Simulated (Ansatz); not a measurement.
# CH₃AlClFSi: a ladder of functionals and wavefunction methods

How much do the methods differ for CH₃AlClFSi? The plan is to run it at one geometry with functionals of several rungs and with coupled cluster. The yardstick is the atomisation energy at the CCSD(T) limit.

Computed with Ansatz 0.2.0, Gaussian basis. Level: functionals in def2-TZVPP, the program's frozen cores in correlated methods.

Levels to be run: LDA (SPW92), PBE-D4, revPBE-D4, BLYP-D4, r2SCAN-D4, B97M-V, PBE0-D4, B3LYP-D4, r2SCANh-D4, r2SCAN0-D4, HSE06-D4, BHLYP-D4, CAM-B3LYP-D4, LC-ωPBE, ωB97X-V, ωB97M-V, B2PLYP, PBE-QIDH; CCSD(T)/def2-SVP; CCSD(T)/def2-TZVPP; MP2/def2-QZVPP; extrapolation to the limit; RPA on PBE.

### 1 The geometry

All runs share one geometry, relaxed beforehand with PBE0-D4 in a triple-zeta def2 set.

SMILES `F[Si]1(Cl)[CH2][AlH]1`, 8 atoms, charge 0, spin multiplicity 1.

Atoms are counted from 1 here; the program's logs count them from 0.

Bond lengths: F1–Si2 1.597 Å, Si2–Cl3 2.059 Å, Si2–C4 1.862 Å, Si2–Al5 2.322 Å, C4–Al5 1.979 Å, C4–H6 1.109 Å, C4–H7 1.089 Å, Al5–H8 1.582 Å. Angles: F1–Si2–Cl3 106.5°, F1–Si2–C4 118.5°, F1–Si2–Al5 137.5°, Cl3–Si2–C4 111.0°, Cl3–Si2–Al5 114.8°, C4–Si2–Al5 55.1°, Si2–C4–Al5 74.3°, Si2–C4–H6 105.8°, Si2–C4–H7 126.9°, Al5–C4–H6 98.2°, Al5–C4–H7 135.5°, H6–C4–H7 109.3°, Si2–Al5–C4 50.5°, Si2–Al5–H8 167.5°, C4–Al5–H8 141.5°.

### 2 LDA

This LDA is Slater exchange with PW92 correlation.

Contents of in.yaml:

```yaml
crystal:
  periodic: [false, false, false]
  atoms:
    - {symbol: F, position_ang: [0.400404, -1.069445, 2.206363]}
    - {symbol: Si, position_ang: [0.434667, -0.811590, 0.630873]}
    - {symbol: Cl, position_ang: [2.270609, -1.467675, -0.030083]}
    - {symbol: C, position_ang: [0.074195, 0.903309, 0.001921]}
    - {symbol: Al, position_ang: [-1.081817, -0.307309, -1.053408]}
    - {symbol: H, position_ang: [-0.702030, 1.315050, 0.678027]}
    - {symbol: H, position_ang: [0.799956, 1.682001, -0.229039]}
    - {symbol: H, position_ang: [-2.103785, -0.301540, -2.260354]}
basis:
  gaussian: {orbitals: def2-TZVPP}
hamiltonian: {xc: lda}
output: {orbitals: {seedname: orbitals}}
```

Command:

```console
$ ansatz run in.yaml --threads 2 --pin off --events-out ev --progress --plain --max-ram 4352MiB
```

The runs that follow: PBE-D4 (GGA); revPBE-D4 (GGA); BLYP-D4 (GGA); r2SCAN-D4 (meta-GGA); B97M-V (meta-GGA); B3LYP-D4 (hybrid); r2SCANh-D4 (hybrid); r2SCAN0-D4 (hybrid); HSE06-D4 (hybrid); BHLYP-D4 (hybrid); CAM-B3LYP-D4 (range-separated); LC-ωPBE (range-separated); ωB97X-V (range-separated); ωB97M-V (range-separated); B2PLYP (double hybrid); PBE-QIDH (double hybrid); CCSD(T) in def2-SVP; CCSD(T) in def2-TZVPP; MP2 in def2-QZVPP; RPA on PBE orbitals.

Before running them: what should the planned runs give, taken together? Wanted: atomisation energy, CCSD(T)/CBS; farthest beyond LDA; mean size of error, GGA; mean size of error, meta-GGA; mean size of error, hybrid; mean size of error, range-separated; mean size of error, double hybrid; gap, smallest and largest; T1 diagnostic.

As calculated:

| quantity | value |
| --- | --- |
| atomisation energy, CCSD(T)/CBS | 649.4 kcal/mol |
| functionals within 3.2 kcal/mol (0.5 %) | PBE0-D4, r2SCANh-D4, HSE06-D4, ωB97X-V, ωB97M-V |
| farthest beyond LDA | BHLYP-D4 (-25.3 kcal/mol) |
| mean size of error, GGA | 9.1 kcal/mol |
| mean size of error, meta-GGA | 7.4 kcal/mol |
| mean size of error, hybrid | 7.4 kcal/mol |
| mean size of error, range-separated | 2.9 kcal/mol |
| mean size of error, double hybrid | 8.4 kcal/mol |
| gap, smallest and largest | 2.42 eV (LDA (SPW92)), 8.82 eV (LC-ωPBE) |
| T1 diagnostic | 0.0123 |
| triples share of the correlation energy | 3.9 % |

What this shows: LDA overbinds by 93.1 kcal/mol (14 %). PBE-D4 is off by +9.4 kcal/mol. Double hybrids carry the basis error of their MP2 part in triple zeta, and no dispersion term here, so their miss is partly the set-up's. Taken by rung, range-separated functionals do best (2.9 kcal/mol on average) and GGA ones worst beyond LDA (9.1 kcal/mol). The reference freezes the cores and leaves out relativity and excitations past (T), so misses under about 3.2 kcal/mol can't be ranked. Hartree-Fock recovers 73 % of the binding; the rest is correlation. CCSD(T) in def2-SVP is off by -54.4 kcal/mol, so the small basis spoils what the method gains. Orbital gaps span 2.4 to 8.8 eV; exact exchange widens them.
